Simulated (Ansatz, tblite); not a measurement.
# B₇H₆I (-2): chosen isomers compared

One table from this session's results is given with a row withheld; the runs are named, their logs left out.

The runs use Ansatz 0.2.0, Gaussian basis; relaxed with r2SCAN-D4/def2-SVPD, singlet.

4 further runs of the same task are left out: 4 set aside as unsound or not needed. Runs told in other sessions of the task aren't counted.

### Where the work starts

14 atoms, charge -2, spin multiplicity 1.

Atoms are counted from 1 here; the program's logs count them from 0.

Bond lengths: B1–B2 1.648 Å, B1–B3 1.754 Å, B1–B6 1.802 Å, B1–B7 1.648 Å, B1–H9 1.231 Å, B2–B3 1.754 Å, B2–B5 1.648 Å, B2–B6 1.803 Å, B2–H10 1.232 Å, B3–B4 1.753 Å, B3–B5 1.753 Å, B3–B7 1.753 Å, B3–I8 2.522 Å, B4–B5 1.648 Å, B4–B6 1.801 Å, B4–B7 1.648 Å, B4–H11 1.232 Å, B5–B6 1.802 Å and more. Angles: B2–B1–B3 62.0°, B2–B1–B6 62.8°, B2–B1–B7 108.0°, B2–B1–H9 126.0°, B3–B1–B6 75.8°, B3–B1–B7 62.0°, B3–B1–H9 142.5°, B6–B1–B7 62.7°, B6–B1–H9 141.7°, B7–B1–H9 125.9°, B1–B2–B3 62.0°, B1–B2–B5 108.0°, B1–B2–B6 62.8°, B1–B2–H10 126.0°, B3–B2–B5 62.0°, B3–B2–B6 75.8°, B3–B2–H10 142.5°, B5–B2–B6 62.8° and more.

Geometry (Å):

```xyz
14

B    -0.7032   -1.1944    0.2269
B    -0.8668    0.2015    1.0870
B    -0.6417    0.3242   -0.6480
B     1.0961    0.5501   -0.6844
B     0.2451    1.2797    0.5243
B     0.8080   -0.4076    0.8135
B     0.5099   -0.9794   -0.8680
I    -2.3146    1.1680   -2.3357
H    -1.3780   -2.2149    0.3671
H    -1.6857    0.4077    1.9835
H     2.0011    1.0629   -1.3436
H     0.4032    2.4332    0.9261
H     1.6265   -0.8206    1.6400
H     0.9001   -1.8104   -1.6887
```

I takes a core potential in the def2 sets. No spin-orbit coupling is included. The ion is computed in the gas phase, without counter-ions or solvent.

The isomers as started, chosen beforehand: A: [closo-1-(I)B7H6]2-; B: [closo-2-(I)B7H6]2-. The structure above is A.

Set-up of the first run:

in.yaml

```yaml
crystal:
  periodic: [false, false, false]
  atoms:
    - {symbol: B, position_ang: [-0.703200, -1.194350, 0.226890]}
    - {symbol: B, position_ang: [-0.866770, 0.201470, 1.087040]}
    - {symbol: B, position_ang: [-0.641700, 0.324200, -0.648010]}
    - {symbol: B, position_ang: [1.096060, 0.550080, -0.684370]}
    - {symbol: B, position_ang: [0.245130, 1.279740, 0.524300]}
    - {symbol: B, position_ang: [0.807980, -0.407570, 0.813450]}
    - {symbol: B, position_ang: [0.509920, -0.979410, -0.867970]}
    - {symbol: I, position_ang: [-2.314620, 1.167960, -2.335690]}
    - {symbol: H, position_ang: [-1.378030, -2.214870, 0.367090]}
    - {symbol: H, position_ang: [-1.685660, 0.407650, 1.983460]}
    - {symbol: H, position_ang: [2.001050, 1.062930, -1.343600]}
    - {symbol: H, position_ang: [0.403230, 2.433210, 0.926070]}
    - {symbol: H, position_ang: [1.626520, -0.820610, 1.640040]}
    - {symbol: H, position_ang: [0.900100, -1.810450, -1.688690]}
basis:
  gaussian: {orbitals: def2-SVPD}
total_charge: -2
hamiltonian: {xc: r2scan, dispersion: d4}
scf: {lower_state_search: "off"}
output: {orbitals: {seedname: orbitals}}
relax: {f_tol: 0.02, max_steps: 100}
```

Run with:

```console
> ansatz run in.yaml --threads 4 --pin off --events-out ev --progress --plain --max-ram 4787MiB
```

Steps of the session up to this table: Relaxing candidate A; Relaxing candidate B; Candidate B, PBE0-D4/def2-TZVPD; Candidate B, PBE-D4/def2-TZVPD; Candidate B, r2SCAN-D4/def2-TZVPD; Candidate B, B97M-V/def2-TZVPD; Candidate B, HF/def2-TZVPD; Candidate B, HSE06-D4/def2-TZVPD; Candidate B, MP2/def2-SVPD; Candidate B, RPA/def2-SVPD.

One of the session's tables, all rows but one given; the rest of the session is left out.

It belongs to the step «B against A». 

| level | B above A (kJ/mol) |
| --- | --- |
| GFN1-xTB | -19.9 |
| GFN2-xTB | ? |
| HF/def2-SVPD | -6.9 |
| HF/def2-TZVPD | -8.6 |
| PBE-D4/def2-TZVPD | -0.8 |
| r2SCAN-D4/def2-TZVPD | +0.7 |
| B97M-V/def2-TZVPD | -1.3 |
| PBE0-D4/def2-TZVPD | -1.0 |
| HSE06-D4/def2-TZVPD | -1.2 |
| RPA/def2-SVPD | -3.5 |
| MP2/def2-SVPD | -0.4 |

Estimate the missing values for GFN2-xTB.

As computed: B above A (kJ/mol): -7.4. In the column «B above A (kJ/mol)» it lies between HF/def2-TZVPD (-8.6) and HF/def2-SVPD (-6.9).

Caveats from the session: Only singlets are compared; another spin may lie lower and prefer another shape. The anion's highest level is positive in at least one run, so there the basis alone may hold the extra electron.
